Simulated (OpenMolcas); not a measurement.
# C2H4AlFO (SMILES C=C[O][AlH][F]) at 6 levels

Wanted: a comparison of 6 runs (HF/STO-3G, B2PLYP/def2-SVP, B3LYP/def2-SVP, SVWN5/def2-SVP, revPBE/def2-SVP, CCSD(T)/def2-SVP) of C2H4AlFO. 

The results are computed with OpenMolcas 26.06.

1 further run of the same task is left out (set aside as unsound or not needed).

## Step 1: The molecule

C2H4AlFO has 9 atoms, charge 0, and is taken as a singlet. SMILES: `C=C[O][AlH][F]`. Geometry: relaxed at PBE0-D4/def2-TZVP. This is one conformer, not always the lowest.

Bond lengths: C1–C2 1.325 Å, C2–O3 1.346 Å, O3–Al4 1.684 Å, Al4–F5 1.640 Å, C1–H6 1.083 Å, C1–H7 1.081 Å, C2–H8 1.090 Å, Al4–H9 1.565 Å. Angles: C1–C2–O3 123.2°, C2–O3–Al4 137.8°, O3–Al4–F5 116.4°, C1–C2–H8 121.1°, O3–C2–H8 115.7°, C2–C1–H6 121.4°, C2–C1–H7 119.7°, O3–Al4–H9 123.2°, F5–Al4–H9 120.5°, H6–C1–H7 119.0°.

## Step 2: Energy and forces at HF/STO-3G (run 1)

Contents of geom.xyz:

```xyz
9

C     -1.562000    -0.360100     1.103900
C     -0.728000    -0.312900     0.075500
O      0.490300     0.256500     0.139600
Al     1.800800     0.519300    -0.884800
F      3.087600     1.301600    -0.235000
H     -1.297700     0.065300     2.064100
H     -2.527700    -0.832200     0.988500
H     -0.999000    -0.743100    -0.888800
H      1.824300     0.059200    -2.380300
```

Contents of run.inp:

```
&gateway
baslib
$CurrDir
coord
geom.xyz
basis
STO-3G
group
NoSym
&seward
&scf
thresholds
1e-10 1e-07 1e-07 1e-05
prorbitals
1 2
&alaska
```

The basis set STO-3G is read from a file made from the Basis Set Exchange's data (not shown).

The run is started by

```bash
$ export MOLCAS_MEM=1860
$ pymolcas run.inp > run.log
```

Standard output:

```text
--- Start Module: gateway ---
[...]
--- Stop Module: gateway /rc=_RC_ALL_IS_WELL_ ---
[...]
      Basis functions           33
[...]
--- Start Module: scf ---
[...]
       Convergence after  12 Iterations
[...]
::    Total SCF energy                               -488.0660916846
[...]
      Total spin, S                                     0.0000000000
[...]
      Total electronic charge=   46.000000
      Total            charge=   -0.000000
[...]
      Dipole Moment (debye):
      Origin of the operator (angstrom)=    0.9398    0.3700   -0.1352
                   X=  3.0385E-01               Y= -3.7214E-01               Z= -1.5833E+00           Total=  1.6546E+00
      Quadrupole Moment (debye*angstrom):
[...]
--- Stop Module: scf /rc=_RC_ALL_IS_WELL_ ---
[...]
--- Start Module: alaska ---
[...]
 *              Molecular gradients               *
 **************************************************
  Irreducible representation: a
 ------------------------------------------------------------------------------------------
                              X                       Y                       Z
 ------------------------------------------------------------------------------------------
  C1               -3.53836442352584E-03    2.13247894092095E-03    1.15058990543009E-02
  C2                3.43870873481489E-03    5.54261220140351E-04   -3.06905628559440E-03
  O3               -3.53371442359096E-02   -1.63246071389356E-02   -1.49406526606288E-03
  AL4               7.98069515426825E-04    8.39135139868130E-03    2.59111358899062E-02
  F5                2.48679472404660E-02    1.34092329721565E-02    7.06704553437820E-03
  H6                2.94948949444790E-03    2.52785981819126E-03    3.84128691332597E-03
  H7               -2.31928722246577E-03   -2.34391699885772E-03   -4.03633263660660E-03
  H8                6.58247134466028E-03    3.85829395163850E-03    2.84419761900612E-03
[...]
--- Stop Module: alaska /rc=_RC_ALL_IS_WELL_ ---
[...]
```

Run time: 5.4 s. Hardware: 1 thread of AMD EPYC 7R43 (Zen 3), shared host; peak memory 0.37 GiB.

## Step 3: A single-point energy at B2PLYP/def2-SVP (run 2)

Contents of run.inp:

```
>>> EXPORT MOLCAS_PRINT=2

&GATEWAY
 BasLib = $CurrDir
 Coord
 9
 angstrom
 C       -1.562000      -0.360100       1.103900
 C       -0.728000      -0.312900       0.075500
 O        0.490300       0.256500       0.139600
 Al       1.800800       0.519300      -0.884800
 F        3.087600       1.301600      -0.235000
 H       -1.297700       0.065300       2.064100
 H       -2.527700      -0.832200       0.988500
 H       -0.999000      -0.743100      -0.888800
 H        1.824300       0.059200      -2.380300
 Basis = def2-SVP
 Group = NoSym

&SEWARD
 GridInput
 Grid=UltraFine
 End of Grid

&SCF
 KSDFT = B2PLYP_SCF
 Thresholds = 1e-10 1e-07 1e-07 1e-05
 PrOrbitals = 0

&MBPT2
 Frozen = 9
```

The basis set def2-SVP is read from a file made from the Basis Set Exchange's data (not shown).

The run is started by

```bash
$ export MOLCAS_MEM=1860
$ pymolcas run.inp > run.log
```

Standard output:

```text
--- Start Module: gateway ---
[...]
--- Stop Module: gateway /rc=_RC_ALL_IS_WELL_ ---
[...]
      Basis functions           94
[...]
--- Start Module: scf ---
[...]
       Convergence after  14 Iterations
[...]
::    Total KS-DFT energy                            -495.3604716404
[...]
      Total spin, S                                     0.0000000000
[...]
      Total electronic charge=   46.000000
      Total            charge=   -0.000000
[...]
      Dipole Moment (debye):
      Origin of the operator (angstrom)=    0.9398    0.3700   -0.1352
                   X= -9.5657E-01               Y= -8.9822E-01               Z= -1.4575E+00           Total=  1.9612E+00
      Quadrupole Moment (debye*angstrom):
[...]
--- Stop Module: scf /rc=_RC_ALL_IS_WELL_ ---
[...]
--- Start Module: mbpt2 ---
[...]
 ###    WARNING: MP2 implementation intended for RHF references only         ###
 ###############################################################################
MBPT2 WARNING: Reference function according to RunFile:KS-DFT
I'll assume you know what you're doing and continue
WARNING!
Default frozen orbitals as non valence orbitals is overwritten by user input.
Default values:   6
[...]
       Reference weight ( Cref**2 )         =        0.75828
::    Total MBPT2 energy                             -496.2039202866
[...]
      Total MBPT2 calculations                           0.66      0.76
--- Stop Module: mbpt2 /rc=_RC_ALL_IS_WELL_ ---
[...]
```

Wall time 44 s (1 thread of AMD EPYC 7R43 (Zen 3), shared host); peak memory 0.51 GiB.

Runs 3 to 5 aren't shown in full; the table further down has their settings and results.

## Step 4: A single-point energy at CCSD(T)/def2-SVP (run 6)

Contents of calc.inp:

```
&GATEWAY
 BASLIB = $CurrDir
 COORD
 9
 angstrom
 C       -1.562000      -0.360100       1.103900
 C       -0.728000      -0.312900       0.075500
 O        0.490300       0.256500       0.139600
 Al       1.800800       0.519300      -0.884800
 F        3.087600       1.301600      -0.235000
 H       -1.297700       0.065300       2.064100
 H       -2.527700      -0.832200       0.988500
 H       -0.999000      -0.743100      -0.888800
 H        1.824300       0.059200      -2.380300
 BASIS = def2-SVP
 GROUP = NoSym

&SEWARD

&SCF
 THRESHOLDS = 1e-10 1e-07 1e-07 1e-05
 PRORBITALS = 1 1

&RASSCF
 FILEORB = $Project.ScfOrb
 SPIN = 1
 NACTEL = 0 0 0
 INACTIVE = 23
 RAS2 = 0
 OUTORBITALS = Canonical
 ORBLISTING = Nothing

&MOTRA
 JOBIPH
 FROZEN = 9

&CCSDT
 CCT
 TRIPLES = 2
 ITERATIONS = 80
 ACCURACY = 1e-08
 EXTRAPOLATION = 5 4
```

The basis set def2-SVP is read from a file made from the Basis Set Exchange's data (not shown).

The run is started by

```bash
$ export MOLCAS_MEM=1860
$ pymolcas calc.inp > calc.log
```

Standard output:

```text
--- Start Module: gateway ---
[...]
--- Stop Module: gateway /rc=_RC_ALL_IS_WELL_ ---
[...]
      Basis functions           94
[...]
       Convergence after  14 Iterations
[...]
::    Total SCF energy                               -494.1079703040
[...]
      Total spin, S                                     0.0000000000
[...]
      Number of active orbitals                  0
[...]
      Spin quantum number                      0.0
[...]
      Active orbitals                            0
[...]
      Number of CSFs                             1
[...]
      Number of root(s) required                 1
[...]
      Convergence after  4 iterations
[...]
      Natural orbitals and occupation numbers for root  1
      ************************************************************************************************************************
      *                                                    Final results                                                     *
      ************************************************************************************************************************
[...]
::    RASSCF root number  1 Total energy:   -494.10797030
[...]
      Total electronic charge=   46.000000
      Total            charge=   -0.000000
[...]
      Dipole Moment (debye):
      Origin of the operator (angstrom)=    0.9398    0.3700   -0.1352
                   X= -1.0624E+00               Y= -9.9350E-01               Z= -1.6054E+00           Total=  2.1663E+00
      Quadrupole Moment (debye*angstrom):
[...]
--- Start Module: motra ---
[...]
      *** WARNING: Default frozen orbitals is overwritten by user input.
      *** Default values:   6
[...]
--- Stop Module: motra /rc=_RC_ALL_IS_WELL_ ---
[...]
--- Start Module: ccsdt ---
[...]
      Convergence after                    14  Iterations
      Total energy (diff) :    -494.83351265      -0.00000000
[...]
 METHOD                       : CCSD+T(CCSD)+<T3(1)WT1> = CCSD(T)
[...]
       CCSD     =      -494.8335126495983
[...]
--- Stop Module: ccsdt /rc=_RC_ALL_IS_WELL_ ---
[...]
```

Wall time 2.4 min (1 thread of AMD EPYC 7R43 (Zen 3), shared host); peak memory 0.51 GiB.

## Step 5: Overview of the runs

| run | level | task | frozen core orbitals | energy (Eh) | dipole moment (D) of the reference | HOMO energy (eV) | LUMO energy (eV) | wall time |
| --- | --- | --- | --- | --- | --- | --- | --- | --- |
| 1 | HF/STO-3G | gradient | – | -488.066092 | 1.65 | -6.57 | 8.73 | 5.4 s |
| 2 | B2PLYP/def2-SVP | energy | 9 | -495.588203 | 1.96 | -7.81 | 0.44 | 44 s |
| 3 | B3LYP/def2-SVP | gradient | – | -495.956607 | 1.76 | -6.62 | -0.83 | 65 s |
| 4 | SVWN5/def2-SVP | gradient | – | -492.979573 | 1.69 | -5.88 | -1.61 | 51 s |
| 5 | revPBE/def2-SVP | gradient | – | -495.792418 | 1.58 | -5.63 | -1.29 | 69 s |
| 6 | CCSD(T)/def2-SVP | energy | 9 | -494.851900 | 2.17 | -9.48 | 2.18 | 2.4 min |

## Step 6: Outcome

```
                                          quantity          value
                               run 6: total energy  -494.85190 Eh
         run 6: dipole moment (mean-field density)         2.17 D
        run 6: HOMO energy (Hartree–Fock orbitals)       -9.48 eV
        run 6: LUMO energy (Hartree–Fock orbitals)        2.18 eV
      run 6: HOMO–LUMO gap (Hartree–Fock orbitals)       11.66 eV
run 6: correlation energy (9 core orbitals frozen)     -743.9 mEh
                             run 6: (T) correction     -18.39 mEh
```

In words: Over runs 1, 2, 3, 4, 5 the dipole moment (its size) runs from 1.58 D (revPBE/def2-SVP) to 1.96 D (B2PLYP/def2-SVP). A double hybrid's value is that of its SCF part. Over runs 1, 2, 3, 4, 5 the HOMO–LUMO gap runs from 4.27 eV (SVWN5/def2-SVP) to 15.31 eV (HF/STO-3G). The two ends differ in method and basis. For B2PLYP the log adds the whole second-order term; the table takes 0.27 of it, as the functional is defined. Totals of different functionals can't be ranked against each other. In run 1 the basis is minimal, so the values are rough. All runs together took 6.4 min, the longest 2.4 min.
